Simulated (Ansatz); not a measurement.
# Ti: Fermi surface or band edges

Is Ti a metal, and what do its states look like over the zone? Levels and slopes are computed on a dense mesh; the geometry is as given.

Program: Ansatz 0.2.0. Level of theory: DFT PBEsol, scalar-relativistic, plane waves, PAW; levels and slopes on a dense k mesh at the converged density. These are calculated values, not measurements.

## Step 1: Starting point

It takes space group P6/mmm (No. 191, hexagonal). Conventional cell: a = 4.600 Å, b = 4.600 Å, c = 2.820 Å, α = 90.00°, β = 90.00°, γ = 120.00°. Around Ti (site symmetry 6/mmm) lie 14 Ti at 2.82 to 3.01 Å. Ti (site symmetry -6m2) is surrounded by 11 Ti at 2.66 to 3.01 Å.

Structure file:

```
Ti
1.0
     4.60000    0.00000    0.00000
    -2.30000    3.98372    0.00000
     0.00000    0.00000    2.82000
Ti
3
Direct
  0.00000 0.00000 0.00000
  0.33333 0.66667 0.50000
  0.66667 0.33333 0.50000
```

The structure comes from the Crystallography Open Database and is not relaxed.

## Step 2: The run

Contents of input.yaml:

```yaml
crystal:
  lattice:
    - [4.6, 0.0, 0.0]
    - [-2.3, 3.98371686, 0.0]
    - [0.0, 0.0, 2.82]
  atoms:
    - { symbol: Ti, position: [0.0, 0.0, 0.0] }
    - { symbol: Ti, position: [0.33333333, 0.66666667, 0.5] }
    - { symbol: Ti, position: [0.66666667, 0.33333333, 0.5] }
basis:
  ecutwfc: 420
kpoints:
  mp_grid: { grid: [12, 12, 14] }
hamiltonian:
  xc: pbesol
scf:
  occupations: { method: gaussian, width: 0.05 }
output:
  forces: true
  eigenvalues: true
  eigenstates:
    nscf_kmesh: { grid: [24, 24, 34] }
    top_band: c6
    de_dk: true
    localisation: false
  stress: true
checkpoint:
  write: ck
  compress: false
  write_wavefunctions: false
  write_every: 100000
```

Command:

```bash
> ansatz run input.yaml --threads 1 --pin off --max-ram 3072MiB --backend cpu --events-out ev --progress --plain --runs-dir out
```

Before running it: what results should come out? Wanted: bands with resolved sheets at the Fermi level; density of states at the Fermi level; intraband plasma frequencies, principal values in rising order.

As calculated:

| quantity | value |
| --- | --- |
| bands with resolved sheets at the Fermi level | 3 |
| density of states at the Fermi level | 2.4 states/eV per cell |
| intraband plasma frequencies, principal values in rising order | 2.6, 2.6 and 2.6 eV |

**Reading.** Three bands cross the Fermi level with sheets large enough to resolve; this is a three-dimensional metal. Band 19 adds most to the density of states (1.2 states/eV), with a mean Fermi speed of 2.4 × 10⁵ m/s. Necks and pockets thinner than about two mesh steps aren't resolved.
